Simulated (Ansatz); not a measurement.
# SiGePH (singlet): wave-function methods side by side, cc-pVDZ

One table from this session's results is given with a row withheld; the runs are named, their logs left out.

Method: cc-pVDZ, core rule «outside noble gas», up to 24 orbitals frozen; program: Ansatz 0.2.0, Gaussian basis.

Plan: UHF; CCSD(T) on RHF; BCCD(T) on RHF; CISD; CCSDT(Q) on RHF; CASSCF and MRCISD+Q, 8 electrons in 8 orbitals; CASSCF and NEVPT2, 8 electrons in 8 orbitals.

40 further runs of the same task are left out: 31 that didn't finish, 9 set aside as unsound or not needed.

## The geometry

The geometry is a PBE0/def2-TZVP stationary point (not a proven minimum) of the parent state, kept for this charge and spin. No spin-orbit coupling is included. The filled d shell of Ge may be among the frozen orbitals whatever the setting's name suggests; the logs give the count.

4 atoms, charge 0, spin multiplicity 1.

Atoms are counted from 1 here; the program's logs count them from 0.

Bond lengths: Ge1–P2 2.182 Å, Ge1–H4 1.558 Å, P2–Si3 2.087 Å. Angles: P2–Ge1–H4 116.1°, Ge1–P2–Si3 126.3°.

Set-up of the first run:

in.yaml reads:

```yaml
crystal:
  periodic: [false, false, false]
  atoms:
    - {symbol: Ge, position_ang: [0.000000, -0.172202, 1.263382]}
    - {symbol: P, position_ang: [0.000000, 0.697126, -0.738240]}
    - {symbol: Si, position_ang: [0.000000, -0.353525, -2.541309]}
    - {symbol: H, position_ang: [0.000000, 0.838387, 2.448523]}
basis:
  gaussian: {orbitals: cc-pVDZ}
magnetization: {spin_polarized: true, initial_magnetization: 0}
hamiltonian: {xc: hf}
output: {orbitals: {seedname: orbitals}}
```

On the command line:

```sh
ansatz run in.yaml --threads 1 --pin off --events-out ev --progress --plain --max-ram 2393MiB
```

Among the steps run: UHF; CCSD(T) on RHF; BCCD(T) on RHF; CISD; CCSDT(Q) on RHF; CASSCF and MRCISD+Q, 8 electrons in 8 orbitals; CASSCF and NEVPT2, 8 electrons in 8 orbitals.

One of the session's tables, all rows but one given; the rest of the session is left out.

It belongs to the step «Misses and costs». 

```
           method  from RCCSDT(Q) (kJ/mol)
              RHF                   +880.0
             RMP2                   +153.5
             CISD                   +172.4
            RCCSD                    +60.9
         RCCSD(T)                    +10.4
          BCCD(T)                    +10.3
           RCCSDT                        ?
        RCCSDT(Q)                        0
  CASSCF frontier                   +668.3
  NEVPT2 frontier                   +155.6
  MRCISD frontier                    +99.6
MRCISD+Q frontier                    +19.2
```

Estimate the missing values for RCCSDT.

As computed: from RCCSDT(Q) (kJ/mol): +6.4. In the column «from RCCSDT(Q) (kJ/mol)» it lies between RCCSDT(Q) (0) and BCCD(T) (+10.3).
